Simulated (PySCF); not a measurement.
# Rb2: bond curves at several levels of theory

An exercise on one series of results from a longer session: the logs are not shown, and one member is left open.

Program: PySCF 2.14.0. Level of theory: Rb def2-SVP with ECP28, scalar-relativistic core potentials. These are calculated values, not measurements.

Set-up of the first run:

The job is set up so:

```json
{"atoms": "Rb, Rb", "charge": "0", "basis": "Rb def2-SVP with ECP28", "Hamiltonian": "scalar-relativistic core potentials", "basis functions": "48", "electrons treated": "18", "masses in u": "84.9118, 84.9118", "levels": "PBE0, PBE, r²SCAN, BHandHLYP, LDA, M06-L, HSE06, HF, MP2, SCS-MP2, CCSD, CCSD(T)", "grid": "80 radial by 434 angular points", "occupations": "held fixed by the projection of orbital angular momentum", "dissociation limit": "Rb + Rb, each in its ground configuration", "starting distance in angstrom": "4.120", "values of 2S to try": "0, 2"}
```

Run with:

```bash
OMP_NUM_THREADS=1 python dia.py task.json out
```

Among the steps run: Input; PBE0 along the bond; Excited determinants; PBE; r²SCAN (meta-GGA); BHandHLYP; LDA (local density); M06-L (meta-GGA); HSE06; RHF; MP2 and coupled cluster.

One table of the session follows, with a row left open; its other results are not shown here.

It belongs to the step «The curves together». Energy (eV) from each level's lowest point:

| R (Å) | RHF | RHF-MP2 | RHF-SCS-MP2 | RHF-CCSD | RHF-CCSD(T) |
| --- | --- | --- | --- | --- | --- |
| 3.701 | 0.201 | 0.091 | 0.107 | n/a | n/a |
| 3.874 | 0.118 | 0.039 | 0.051 | 0.054 | 0.056 |
| 4.046 | ? | ? | ? | ? | ? |
| 4.175 | 0.030 | 0.001 | 0.004 | 0.006 | 0.007 |
| 4.304 | 0.011 | 0.000 | 0.000 | 0.000 | 0.000 |
| 4.433 | 0.001 | 0.007 | 0.003 | 0.001 | 0.000 |
| 4.605 | 0.000 | 0.025 | 0.018 | 0.012 | 0.009 |
| 4.821 | 0.015 | 0.060 | 0.048 | 0.037 | 0.030 |
| 5.079 | 0.051 | 0.115 | 0.097 | 0.079 | 0.065 |
| 5.423 | 0.120 | 0.200 | 0.176 | n/a | n/a |

Q: Estimate the row for R (Å) = 4.046 from the others.

Worked estimate for «RHF». A straight line through the neighbours (3.874, 0.118) and (4.175, 0.030) gives 0.118 + (0.030 − 0.118) × (4.046 − 3.874) / (4.175 − 3.874) = 0.068; a parabola fitted to 4 rows on both sides gives 0.059.

The run gave: RHF: 0.059; RHF-MP2: 0.010; RHF-SCS-MP2: 0.017; RHF-CCSD: 0.020; RHF-CCSD(T): 0.022. In «RHF» the line misses by +0.009 and the parabola by 0.000.

State 2 has its PBE0 minimum 0.43 eV higher. State 3 has its PBE0 minimum 1.16 eV higher. The other levels ran on the lowest alone.
